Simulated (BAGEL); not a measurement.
**HF/3-21G (density fitting with qzvpp-jkfit) run of CH3ClF2Si (SMILES C[Si](F)(F)Cl)**

What is the energy change on altering one bond length of CH3ClF2Si at HF/3-21G (density fitting with qzvpp-jkfit)? 

The calculation is run with BAGEL 1.2.2.

5 further runs of the same task are left out: 3 that didn't finish, 2 set aside as unsound or not needed.

## (1) The molecule

The species is CH3ClF2Si (8 atoms), meant as a singlet with charge 0. SMILES: `C[Si](F)(F)Cl`. Geometry: relaxed at PBE0-D4/def2-TZVP.

Bond lengths: C1–Si2 1.832 Å, Si2–F3 1.582 Å, Si2–F4 1.582 Å, Si2–Cl5 2.029 Å, C1–H6 1.092 Å, C1–H7 1.092 Å, C1–H8 1.091 Å. Some angles: C1–Si2–F3 111.0°, C1–Si2–F4 111.0°, C1–Si2–Cl5 112.6°, F3–Si2–F4 106.6°, F3–Si2–Cl5 107.7°, F4–Si2–Cl5 107.8°, Si2–C1–H6 110.1°, Si2–C1–H7 110.4°, Si2–C1–H8 110.4°, H6–C1–H7 108.6°.

## (2) A single-point energy at HF/3-21G (density fitting with qzvpp-jkfit)

Contents of calc.json:

```json
{ "bagel": [

{
  "title": "molecule",
  "basis": "3-21g",
  "df_basis": "qzvpp-jkfit",
  "angstrom": true,
  "geometry": [
    { "atom": "C", "xyz": [   -0.808500,   -0.299000,    0.512200 ] },
    { "atom": "Si", "xyz": [    0.690600,    0.151400,   -0.439200 ] },
    { "atom": "F", "xyz": [    1.987000,   -0.472300,    0.219100 ] },
    { "atom": "F", "xyz": [    0.616200,   -0.415600,   -1.914200 ] },
    { "atom": "Cl", "xyz": [    0.963100,    2.158500,   -0.560900 ] },
    { "atom": "H", "xyz": [   -0.917100,   -1.385400,    0.549800 ] },
    { "atom": "H", "xyz": [   -0.740200,    0.080400,    1.533400 ] },
    { "atom": "H", "xyz": [   -1.698800,    0.124800,    0.044100 ] }
  ]
},
{ "title": "hf" },
{ "title": "print", "file": "orbitals.molden", "orbitals": true }

]}
```

The run is started by

```sh
$ BAGEL_NUM_THREADS=1 BAGEL calc.json > calc.out
```

Log:

```text
* using 1 threads per process

  ===============================================================
  ===============================================================

  *** Geometry ***

  { "atom" : "C", "xyz" : [     -1.527844,     -0.565028,      0.967918 ] },
  { "atom" : "Si", "xyz" : [      1.305045,      0.286105,     -0.829968 ] },
  { "atom" : "F", "xyz" : [      3.754886,     -0.892518,      0.414039 ] },
  { "atom" : "F", "xyz" : [      1.164449,     -0.785370,     -3.617314 ] },
  { "atom" : "Cl", "xyz" : [      1.819995,      4.078974,     -1.059947 ] },
  { "atom" : "H", "xyz" : [     -1.733068,     -2.618027,      1.038971 ] },
  { "atom" : "H", "xyz" : [     -1.398775,      0.151934,      2.897706 ] },
  { "atom" : "H", "xyz" : [     -3.210267,      0.235838,      0.083337 ] },

  Number of auxiliary basis functions:      539

  Since a DF basis is specified, we compute 2- and 3-index integrals:
    o Being stored without compression. Storage requirement is 0.015 GB

  Number of basis functions:       59
  Number of electrons      :       58

    * METHOD: MOLECULE                             0.34

  *** RHF ***

  === Nuclear Repulsion ===
   314.8409167045

      * DIIS with orbital gradients will be used.

  === RHF iteration (3-21g) ===
      0       -981.93078115          0.02294936           0.08
      1       -982.06036908          0.01230956           0.07
      2       -982.09706884          0.00098655           0.08
      3       -982.09757307          0.00029826           0.07
      4       -982.09761573          0.00005186           0.08
      5       -982.09761770          0.00001283           0.08
      6       -982.09761783          0.00000405           0.07
      7       -982.09761784          0.00000102           0.08
      8       -982.09761784          0.00000031           0.07
      9       -982.09761784          0.00000011           0.07
     10       -982.09761784          0.00000002           0.10
     11       -982.09761784          0.00000001           0.15
    * SCF iteration converged.

    * Permanent dipole moment:
           (    1.009061,     0.501227,    -0.634841) a.u.

    * METHOD: HF                                   1.23

    * METHOD: PRINT                                0.01

  ===============================================================
```

Wall time 1.9 s (1 thread of Intel Xeon Platinum 8259CL at 2.50GHz (Skylake/Cascade Lake), shared host); peak memory 0.11 GiB.

## (3) The distorted shape, same level

Contents of calc.json:

```json
{ "bagel" : [

{
  "title" : "molecule",
  "basis" : "3-21g",
  "df_basis" : "qzvpp-jkfit",
  "angstrom" : "true",
  "geometry" : [
    { "atom" : "C", "xyz" : [      -0.828990,      -0.412819,       0.205841 ] },
    { "atom" : "Si", "xyz" : [       0.670110,       0.037581,      -0.745559 ] },
    { "atom" : "F", "xyz" : [       1.966510,      -0.586119,      -0.087259 ] },
    { "atom" : "F", "xyz" : [       0.595710,      -0.529419,      -2.220559 ] },
    { "atom" : "Cl", "xyz" : [       0.942610,       2.044681,      -0.867259 ] },
    { "atom" : "H", "xyz" : [      -0.937590,      -1.499219,       0.243441 ] },
    { "atom" : "H", "xyz" : [      -0.740200,       0.080400,       1.533400 ] },
    { "atom" : "H", "xyz" : [      -1.719290,       0.010981,      -0.262259 ] }
  ]
},

{ "title" : "hf" },

{ "title" : "print", "file" : "orbitals.molden", "orbitals" : "true" }

]}
```

The run is started by

```sh
$ BAGEL_NUM_THREADS=1 BAGEL calc.json > calc.out
```

Log:

```text
* using 1 threads per process

  ===============================================================
  ===============================================================

  *** Geometry ***

  { "atom" : "C", "xyz" : [     -1.566564,     -0.780115,      0.388983 ] },
  { "atom" : "Si", "xyz" : [      1.266324,      0.071018,     -1.408902 ] },
  { "atom" : "F", "xyz" : [      3.716165,     -1.107604,     -0.164896 ] },
  { "atom" : "F", "xyz" : [      1.125729,     -1.000457,     -4.196248 ] },
  { "atom" : "Cl", "xyz" : [      1.781275,      3.863887,     -1.638882 ] },
  { "atom" : "H", "xyz" : [     -1.771788,     -2.833113,      0.460037 ] },
  { "atom" : "H", "xyz" : [     -1.398775,      0.151934,      2.897706 ] },
  { "atom" : "H", "xyz" : [     -3.248987,      0.020751,     -0.495598 ] },

  Number of auxiliary basis functions:      539

  Since a DF basis is specified, we compute 2- and 3-index integrals:
    o Being stored without compression. Storage requirement is 0.015 GB

  Number of basis functions:       59
  Number of electrons      :       58

    * METHOD: MOLECULE                             0.38

  *** RHF ***

  === Nuclear Repulsion ===
   313.5599790674

      * DIIS with orbital gradients will be used.

  === RHF iteration (3-21g) ===
      0       -981.88952066          0.02272159           0.08
      1       -982.01761154          0.01236063           0.07
      2       -982.05463601          0.00103724           0.07
      3       -982.05522655          0.00031807           0.07
      4       -982.05527678          0.00006656           0.08
      5       -982.05527992          0.00001826           0.07
      6       -982.05528016          0.00000610           0.07
      7       -982.05528019          0.00000125           0.07
      8       -982.05528019          0.00000039           0.07
      9       -982.05528019          0.00000014           0.08
     10       -982.05528019          0.00000003           0.07
     11       -982.05528019          0.00000001           0.07
     12       -982.05528019          0.00000000           0.07
    * SCF iteration converged.

    * Permanent dipole moment:
           (    1.018452,     0.518242,    -0.594095) a.u.

    * METHOD: HF                                   1.15

    * METHOD: PRINT                                0.01

  ===============================================================
```

Wall time 1.8 s (1 thread of Intel Xeon Platinum 8259CL at 2.50GHz (Skylake/Cascade Lake), shared host); peak memory 0.11 GiB.

## (4) Outcome

Level: HF/3-21G (density fitting with qzvpp-jkfit).

```
                                                         quantity          value
                                        first shape: total energy  -982.09762 Eh
                                       first shape: dipole moment         3.29 D
                                         first shape: HOMO energy      -13.21 eV
                                         first shape: LUMO energy        5.01 eV
                                       first shape: HOMO–LUMO gap       18.23 eV
                                    distorted shape: total energy  -982.05528 Eh
                                   distorted shape: dipole moment         3.27 D
                                     distorted shape: HOMO energy      -13.21 eV
                                     distorted shape: LUMO energy        4.18 eV
                                   distorted shape: HOMO–LUMO gap       17.39 eV
energy change with the C1–H7 bond stretched from 1.092 to 1.419 Å       1.152 eV
```

**Reading.** With the C1–H7 bond stretched from 1.092 to 1.419 Å the energy rises by 1.15 eV (111 kJ/mol). The first shape isn't relaxed at this level, so the change isn't measured from a minimum.
